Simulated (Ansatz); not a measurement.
**revPBE/cc-pVDZ run of GeH4O2 (SMILES [OH][GeH2][OH])**

Aim: the energy change on altering one bond length of GeH4O2 at revPBE/cc-pVDZ, from 2 runs. 

The results are computed with Ansatz 0.2.0.

53 further runs of the same task are left out: 53 set aside as unsound or not needed.

### Step 1. The molecule

The species is GeH4O2 (7 atoms), meant as a singlet with charge 0. SMILES: `[OH][GeH2][OH]`. The shape is that of a PBE0-D4/def2-TZVP optimisation. This is one conformer, not always the lowest.

Bond lengths: O1–Ge2 1.776 Å, Ge2–O3 1.773 Å, O1–H4 0.959 Å, Ge2–H5 1.543 Å, Ge2–H6 1.525 Å, O3–H7 0.959 Å. Angles: O1–Ge2–O3 110.8°, O1–Ge2–H5 108.6°, O1–Ge2–H6 106.6°, O3–Ge2–H5 109.7°, O3–Ge2–H6 104.9°, Ge2–O1–H4 113.3°, Ge2–O3–H7 113.6°, H5–Ge2–H6 116.1°.

### Step 2. A single-point energy at revPBE/cc-pVDZ

Contents of job.yaml:

```yaml
crystal:
  periodic: [false, false, false]
  atoms:
    - {symbol: O, position_ang: [-1.491300, -0.416000, -0.173900]}
    - {symbol: Ge, position_ang: [0.023500, 0.377000, 0.305300]}
    - {symbol: O, position_ang: [1.347400, -0.798900, 0.400600]}
    - {symbol: H, position_ang: [-1.634900, -0.418700, -1.122100]}
    - {symbol: H, position_ang: [0.363400, 1.460500, -0.739100]}
    - {symbol: H, position_ang: [-0.172500, 0.863100, 1.737300]}
    - {symbol: H, position_ang: [1.625600, -1.135200, -0.453800]}
basis:
  gaussian: {orbitals: cc-pVDZ}
hamiltonian: {xc: {name: revPBE}}
accuracy: high
output: {orbitals: {seedname: orbitals}}
```

Command:

```bash
$ ansatz run job.yaml --threads 1 --pin off --max-ram 3480MiB --events-out events.jsonl --progress --plain --runs-dir runs
```

Output:

```text
Warning: RAYON_NUM_THREADS=1 ignored (pool sized by the plan → 1); use --threads N
Functional definition: revPBE
  name "revPBE"
  parameter kappa = 1.245
  parameter beta = 0.06672455060314922
  exchange = pbe_x(kappa = kappa, mu = beta*pi^2/3)
  correlation = pbe_c(beta = beta)
1673 factors; integrals over basis functions are off by at most 4.6e-9 eV
mean field evaluation 1: about -60662.2831 eV, gradient 7.4e1 eV
mean field evaluation 2: about -60610.1002 eV, gradient 1.7e2 eV
mean field evaluation 4: about -60671.6871 eV, gradient 3.8e0 eV
mean field evaluation 8: about -60671.7389 eV, gradient 7.1e-2 eV
mean field evaluation 16: about -60671.7389 eV, gradient 3.0e-6 eV
mean field -60671.73887952 eV, -2229.6452790407 hartree, gradient 8.3e-8 eV, S^2 0.000000; 0 other end points of the search recorded, 0 dependent functions left out
reference -60671.73888352 eV, -2229.6452791876 hartree; 26, 26 occupied and 49, 49 virtual orbitals, 1673 factors
Total energy: -60671.73888352 eV, -2229.6452791876 hartree
```

It took 5.1 s on 1 thread of Arm Neoverse V2, shared host; peak memory 0.18 GiB.

### Step 3. The distorted shape at the same level

Contents of molecule.yaml:

```yaml
crystal:
  periodic: [false, false, false]
  atoms:
    - {symbol: O, position_ang: [-1.376424, -0.413840, 0.584632]}
    - {symbol: Ge, position_ang: [0.138376, 0.379160, 1.063832]}
    - {symbol: O, position_ang: [1.462276, -0.796740, 1.159132]}
    - {symbol: H, position_ang: [-1.634900, -0.418700, -1.122100]}
    - {symbol: H, position_ang: [0.478276, 1.462660, 0.019432]}
    - {symbol: H, position_ang: [-0.057624, 0.865260, 2.495832]}
    - {symbol: H, position_ang: [1.740476, -1.133040, 0.304732]}
basis:
  gaussian:
    orbitals: cc-pVDZ
hamiltonian:
  xc: {name: revPBE}
accuracy: high
output: {orbitals: {seedname: orbitals}}
```

Command:

```bash
$ ansatz run molecule.yaml --threads 1 --pin off --max-ram 3480MiB --events-out events.jsonl --progress --plain --runs-dir runs
```

Output:

```text
Warning: RAYON_NUM_THREADS=1 ignored (pool sized by the plan → 1); use --threads N
Functional definition: revPBE
  name "revPBE"
  parameter kappa = 1.245
  parameter beta = 0.06672455060314922
  exchange = pbe_x(kappa = kappa, mu = beta*pi^2/3)
  correlation = pbe_c(beta = beta)
1673 factors; integrals over basis functions are off by at most 4.5e-9 eV
mean field evaluation 1: about -60655.7225 eV, gradient 7.8e1 eV
mean field evaluation 2: about -60553.4677 eV, gradient 2.0e2 eV
mean field evaluation 4: about -60664.3739 eV, gradient 4.4e1 eV
mean field evaluation 8: about -60668.2947 eV, gradient 5.0e-1 eV
mean field evaluation 16: about -60668.2942 eV, gradient 1.4e-4 eV
mean field -60668.29418630 eV, -2229.5186888996 hartree, gradient 6.3e-8 eV, S^2 0.000000; 0 other end points of the search recorded, 0 dependent functions left out
reference -60668.29419048 eV, -2229.5186890535 hartree; 26, 26 occupied and 49, 49 virtual orbitals, 1673 factors
Total energy: -60668.29419048 eV, -2229.5186890535 hartree
```

Wall time 4.8 s (1 thread of Arm Neoverse V2, shared host); peak memory 0.18 GiB.

### Step 4. What came out

Level: revPBE/cc-pVDZ.

| quantity | value |
| --- | --- |
| first shape: total energy | -2229.64528 Eh |
| first shape: HOMO energy | -6.60 eV |
| first shape: LUMO energy | 0.00 eV |
| first shape: HOMO–LUMO gap | 6.60 eV |
| distorted shape: total energy | -2229.51869 Eh |
| distorted shape: HOMO energy | -6.42 eV |
| distorted shape: LUMO energy | -4.54 eV |
| distorted shape: HOMO–LUMO gap | 1.88 eV |
| energy change with the O1–H4 bond stretched from 0.959 to 1.726 Å | 3.445 eV |

One bond (distorted shape) is far stretched, which a spin-restricted single reference describes badly; a broken-symmetry solution may lie lower. With the O1–H4 bond stretched from 0.959 to 1.726 Å the energy rises by 3.44 eV (332 kJ/mol). The first shape isn't relaxed at this level, so the change isn't measured from a minimum. A restricted reference can't describe the breaking bond well at this length.
